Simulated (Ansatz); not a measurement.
**InH2(SMe) (CH5InS): the relaxed shape and its frontier levels**

What does InH2(SMe) (CH5InS) look like as a singlet, and where do its frontier electrons sit?

Program: Ansatz 0.2.0, Gaussian basis. Level of theory: RKS PBE0-D4/def2-TZVP. These are calculated values, not measurements.

Plan: relaxation at B3LYP-D4/def2-TZVP; a search for the lowest solution at PBE0-D4/def2-SVP; a single point at PBE0-D4/def2-TZVP.

2 further runs of the same task are left out: 2 set aside as unsound or not needed. Runs told in other sessions of the task aren't counted.

### 1 Starting geometry

8 atoms, charge 0, spin multiplicity 1.

Atoms are counted from 1 here; the program's logs count them from 0.

Bond lengths: In1–H2 1.739 Å, In1–H3 1.735 Å, In1–S4 2.418 Å, S4–C5 1.832 Å, C5–H6 1.095 Å, C5–H7 1.086 Å, C5–H8 1.086 Å. Angles: H2–In1–H3 120.2°, H2–In1–S4 113.5°, H3–In1–S4 126.3°, In1–S4–C5 97.6°, S4–C5–H6 110.6°, S4–C5–H7 107.7°, S4–C5–H8 108.4°, H6–C5–H7 110.0°, H6–C5–H8 110.1°, H7–C5–H8 109.9°.

In takes a core potential in the def2 sets. No spin-orbit coupling is included.

The start is a GFN2-xTB geometry.

### 2 Optimising with B3LYP-D4/def2-TZVP

in.yaml reads:

```yaml
crystal:
  periodic: [false, false, false]
  atoms:
    - {symbol: In, position_ang: [0.608760, 1.429850, -0.884600]}
    - {symbol: H, position_ang: [1.815990, 0.223250, -1.217860]}
    - {symbol: H, position_ang: [0.789490, 3.039420, -1.505400]}
    - {symbol: S, position_ang: [-1.223380, 0.614330, 0.465460]}
    - {symbol: C, position_ang: [-0.584210, -1.080040, 0.742780]}
    - {symbol: H, position_ang: [0.299140, -1.264780, 0.123000]}
    - {symbol: H, position_ang: [-1.374030, -1.777990, 0.482300]}
    - {symbol: H, position_ang: [-0.331770, -1.184040, 1.794330]}
basis:
  gaussian: {orbitals: def2-TZVP}
hamiltonian: {xc: {name: B3LYP}, dispersion: d4}
scf: {lower_state_search: "off"}
output: {orbitals: {seedname: orbitals}}
relax: {f_tol: 0.02, max_steps: 100}
```

Started as:

```sh
> ansatz run in.yaml --threads 4 --pin off --events-out ev --progress --plain --max-ram 3916MiB
```

After this run come: Searching for the lowest solution, PBE0-D4/def2-SVP; Single point, PBE0-D4/def2-TZVP.

Q: Predict the results of all the runs planned. Wanted: point group; C–S bond; HOMO, LUMO at PBE0-D4/def2-TZVP; dipole at B3LYP-D4/def2-TZVP.

The runs gave:

| quantity | value |
| --- | --- |
| point group | C1 |
| C–S bond | 1.837 Å |
| HOMO, LUMO at PBE0-D4/def2-TZVP | -6.80, -1.59 eV |
| dipole at B3LYP-D4/def2-TZVP | 1.50 D |

**Reading.** The molecule keeps its bonding pattern by the stored test; the atoms moved 0.13 Å (rms). No usable vibrations, so a minimum isn't proven. The HOMO lies nearest to S4 81 %; In1 7 % and the LUMO to In1 51 %; H2, H3 about 17 % each. The point group is read from a loosely relaxed geometry; soft torsions can leave it below the true symmetry.
